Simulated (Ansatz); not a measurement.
# UB2PLYP/def2-SVP (core potential) run of SnH2ClO2 (SMILES [OH][Sn]([OH])[Cl])

Aim: the energy change on altering one bond length of SnH2ClO2 at UB2PLYP/def2-SVP (core potential), from 2 runs. 

The calculation is run with Ansatz 0.2.0.

63 further runs of the same task are left out: 63 set aside as unsound or not needed.

## (1) Starting point

SnH2ClO2: 6 atoms, total charge 0, spin state doublet. As SMILES, `[OH][Sn]([OH])[Cl]`. The shape is that of a PBE0-D4/def2-TZVP optimisation. This is one conformer, not always the lowest.

Bond lengths: O1–Sn2 1.969 Å, Sn2–O3 1.960 Å, Sn2–Cl4 2.349 Å, O1–H5 0.962 Å, O3–H6 0.964 Å. Angles: O1–Sn2–O3 101.9°, O1–Sn2–Cl4 109.1°, O3–Sn2–Cl4 108.0°, Sn2–O1–H5 114.3°, Sn2–O3–H6 110.7°.

## (2) The energy at UB2PLYP/def2-SVP (core potential)

run.yaml

```yaml
basis:
  gaussian:
    orbitals: def2-SVP
crystal:
  periodic: [false, false, false]
  atoms:
    - {symbol: O, position_ang: [-0.447400, 1.400500, -0.158300]}
    - {symbol: Sn, position_ang: [0.371800, -0.318200, -0.659700]}
    - {symbol: O, position_ang: [1.256500, -0.847900, 1.007700]}
    - {symbol: Cl, position_ang: [-1.328200, -1.877100, -1.106600]}
    - {symbol: H, position_ang: [-1.182700, 1.666400, -0.718500]}
    - {symbol: H, position_ang: [1.372100, -0.087800, 1.589200]}
magnetization:
  spin_polarized: true
  initial_magnetization: 1
hamiltonian:
  xc: {name: B2PLYP}
correlation:
  frozen_orbitals: {Cl: 5, H: 0, O: 1, Sn: 4}
accuracy: high
output: {orbitals: {seedname: orbitals}}
```

On the command line:

```bash
$ ansatz run run.yaml --threads 1 --pin off --max-ram 3480MiB --events-out events.jsonl --progress --plain --runs-dir runs
```

What it wrote:

```text
Warning: RAYON_NUM_THREADS=1 ignored (pool sized by the plan → 1); use --threads N
Functional definition: B2PLYP
  name "B2PLYP"
  parameter a = 0.53
  parameter c = 0.27
  exchange = (1 - a)*b88_x + a*exact_x
  correlation = (1 - c)*lyp_c + c*(mp2_os + mp2_ss)
1801 factors; integrals over basis functions are off by at most 3.3e-9 eV
mean field evaluation 1: about -22446.6146 eV, gradient 4.4e1 eV
mean field evaluation 2: about -22446.6794 eV, gradient 4.4e1 eV
mean field evaluation 4: about -22454.0362 eV, gradient 3.4e0 eV
mean field evaluation 8: about -22454.1332 eV, gradient 3.6e-1 eV
mean field evaluation 16: about -22454.1355 eV, gradient 1.4e-3 eV
mean field evaluation 32: about -22454.1355 eV, gradient 6.6e-8 eV
mean field -22454.13549275 eV, -825.1742593988 hartree, gradient 6.6e-8 eV, S^2 0.758939; 1 other end points of the search recorded, 0 dependent functions left out
11 core orbitals not correlated: weight in the atoms' cores, before any rotation towards them, 1.000 or more for the frozen orbitals, at most 0.000 for the correlated occupied ones
reference -22454.13551607 eV, -825.1742602561 hartree; 18, 17 occupied and 53, 54 virtual orbitals, 1801 factors
second order -20.34239016 eV of doubles, -0.00000000 eV of singles
Total energy: -22459.62796142 eV, -825.3761038995 hartree
```

It took 18 s on 1 thread of Arm Neoverse V2, shared host; peak memory 0.41 GiB.

## (3) The distorted shape at the same level

in.yaml

```yaml
crystal:
  periodic: [false, false, false]
  atoms:
    - symbol: O
      position_ang: [-0.580124, 1.479967, -0.408447]
    - symbol: Sn
      position_ang: [0.239076, -0.238733, -0.909847]
    - symbol: O
      position_ang: [1.256500, -0.847900, 1.007700]
    - symbol: Cl
      position_ang: [-1.460924, -1.797633, -1.356747]
    - symbol: H
      position_ang: [-1.315424, 1.745867, -0.968647]
    - symbol: H
      position_ang: [1.372100, -0.087800, 1.589200]
basis:
  gaussian:
    orbitals: def2-SVP
magnetization:
  spin_polarized: true
  initial_magnetization: 1
accuracy: high
output: {orbitals: {seedname: orbitals}}
correlation:
  frozen_orbitals: {Cl: 5, H: 0, O: 1, Sn: 4}
hamiltonian:
  xc: {name: B2PLYP}
```

On the command line:

```bash
$ ansatz run in.yaml --threads 1 --pin off --max-ram 3480MiB --events-out events.jsonl --progress --plain --runs-dir runs
```

What it wrote, shortened:

```text
Warning: RAYON_NUM_THREADS=1 ignored (pool sized by the plan → 1); use --threads N
Functional definition: B2PLYP
  name "B2PLYP"
[...]
1785 factors; integrals over basis functions are off by at most 3.5e-9 eV
[...]
mean field -22453.64780338 eV, -825.1563371451 hartree, gradient 6.1e-8 eV, S^2 0.780184; 2 other end points of the search recorded, 0 dependent functions left out
11 core orbitals not correlated: weight in the atoms' cores, before any rotation towards them, 1.000 or more for the frozen orbitals, at most 0.000 for the correlated occupied ones
reference -22453.64782718 eV, -825.1563380197 hartree; 18, 17 occupied and 53, 54 virtual orbitals, 1785 factors
second order -20.53650698 eV of doubles, -0.00000000 eV of singles
Total energy: -22459.19268406 eV, -825.3601077518 hartree
```

It took 20 s on 1 thread of Arm Neoverse V2, shared host; peak memory 0.5 GiB.

## (4) Summary of results

Level: UB2PLYP/def2-SVP (core potential), 11 core orbitals frozen.

```
                                                                 quantity          value
                                                first shape: total energy  -825.37610 Eh
    first shape: HOMO energy (SCF part's orbitals) (highest over α and β)       -8.04 eV
     first shape: LUMO energy (SCF part's orbitals) (lowest over α and β)       -2.97 eV
                                                        first shape: ⟨S²⟩          0.759
                                            distorted shape: total energy  -825.36011 Eh
distorted shape: HOMO energy (SCF part's orbitals) (highest over α and β)       -8.36 eV
 distorted shape: LUMO energy (SCF part's orbitals) (lowest over α and β)       -3.28 eV
                                                    distorted shape: ⟨S²⟩          0.780
       energy change with the Sn2–O3 bond stretched from 1.960 to 2.255 Å       0.435 eV
```

In words: With the Sn2–O3 bond stretched from 1.960 to 2.255 Å the energy rises by 0.44 eV (42.0 kJ/mol). The first shape isn't relaxed at this level, so the change isn't measured from a minimum.
